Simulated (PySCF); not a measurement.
**C₂H₆GeO: geometry, NMR shifts, spin-spin couplings, electronic excitations and core binding energies**

What NMR shifts, spin-spin couplings, electronic excitations and core binding energies should C₂H₆GeO (`C[C](=O)[GeH3]`) show?

The runs use PySCF 2.14.0, with density-fitted response routines of our own; the level of theory stands in each step. All values are computed, except where a source is named. Atoms are numbered from 0 throughout.

## 1. Starting geometry

10 atoms, charge 0, multiplicity 1; geometry from: GFN2-xTB.

Bonds of the start (Å): C0–C1 1.50, C1–O2 1.20, C1–Ge3 2.01, C0–H4 1.09, C0–H5 1.09, C0–H6 1.09, Ge3–H7 1.50, Ge3–H8 1.50, Ge3–H9 1.49.

## 2. Geometry optimisation at PBE0-D3(BJ)/def2-SVP

Job settings and geometry (Å):

```
{"job": {"xc": "PBE0", "basis": "def2-SVP", "d3": "d3bj", "grid": 1, "kind": "geom"}, "charge": 0, "multiplicity": 1}
C     -1.486932    -0.056877     0.156611
C     -0.276093     0.684055    -0.317964
O     -0.313858     1.768117    -0.836211
Ge     1.491086    -0.227507    -0.034199
H     -2.393737     0.530641     0.029710
H     -1.351263    -0.321112     1.205294
H     -1.561377    -0.984123    -0.411602
H      2.080322     0.171867     1.280857
H      1.356163    -1.720966    -0.001017
H      2.464571     0.160559    -1.094006
```

**Question.** This job is followed by: GIAO PBE0/pcSseg-1 NMR shielding, non-relativistic, gas phase; B3LYP/pcJ-1 Ge:pcSseg-1 indirect spin-spin coupling, non-relativistic, gas phase; TDDFT CAM-B3LYP/def2-SVPD, vertical, gas phase, core orbitals frozen in the response; GIAO PBE/pcSseg-2 NMR shielding, non-relativistic, gas phase; delta-SCF UKS SCAN, pcX-2 on the ionised atom, pcseg-1 elsewhere, spin-free X2C. Predict these results of the whole session: point group; rotational constants (main isotopes); 13C shifts against TMS (PBE0/pcSseg-1); 1H shifts against TMS (PBE0/pcSseg-1, means over atoms taken as alike); 17O shifts against H2O (PBE0/pcSseg-1); 73Ge shifts against GeMe4 (PBE0/pcSseg-1); largest coupling of the table (B3LYP/pcSseg-1+pcJ-1); lowest singlet (CAM-B3LYP/def2-SVPD); brightest single state of those computed; lowest triplet; vertical ionisation energy (ΔSCF); C1s binding energies, SCAN/pcX-2 (standing for 1 of 2 atoms); O1s binding energies, SCAN/pcX-2; range of the shift of O2.

**Answer**, as computed:

| quantity | value |
| --- | --- |
| point group | C1 |
| rotational constants (main isotopes) | 9.25, 2.72, 2.19 GHz |
| 13C shifts against TMS (PBE0/pcSseg-1) | 232.3, 42.7 ppm |
| 1H shifts against TMS (PBE0/pcSseg-1, means over atoms taken as alike) | 4.08, 2.43 ppm |
| 17O shifts against H2O (PBE0/pcSseg-1) | 833.7 ppm |
| 73Ge shifts against GeMe4 (PBE0/pcSseg-1) | -286 ppm |
| largest coupling of the table (B3LYP/pcSseg-1+pcJ-1) | 1J(C,H) C0–H4, 135.2 Hz |
| lowest singlet (CAM-B3LYP/def2-SVPD) | 3.68 eV (337 nm), f = 0.001 |
| brightest single state of those computed | state 3, 7.04 eV, f = 0.241 |
| lowest triplet | 3.07 eV |
| vertical ionisation energy (ΔSCF) | 9.19 eV |
| C1s binding energies, SCAN/pcX-2 (standing for 1 of 2 atoms) | C0 291.21 eV |
| O1s binding energies, SCAN/pcX-2 | O2 537.93 eV |
| range of the shift of O2 | 788.6 to 833.7 ppm |

In words: Over 5 steps the energy fell by 0.081 eV; of the close pairs, Ge3–H7 changed most, 1.495 to 1.540 Å. At PBE0/pcSseg-1: Shielding is most anisotropic at O2 (span 1612 ppm, paramagnetic term -901 ppm). Of the pairs tabulated at B3LYP/pcSseg-1+pcJ-1, C0–H4 (mean over like pairs) couples most strongly (135.2 Hz; Fermi contact 133.3 Hz). The lowest singlet, at 3.68 eV, is HOMO→LUMO 0.96 and is weak; of the 10 states computed, the strongest absorption comes from state 3 at 7.04 eV. The lowest triplet lies 0.61 eV below the lowest singlet (triplets in Tamm-Dancoff, singlets in full TDDFT). The orbital energy would give 8.34 eV for ionisation, ΔSCF gives 9.19 eV. In ppm, O2 moves most: its shift spreads over 45.1 ppm, from 788.6 (PBE/pcSseg-2) to 833.7 (PBE0/pcSseg-1). Spin-orbit coupling is left out, which matters for shieldings and couplings at and beside the heavy atoms.
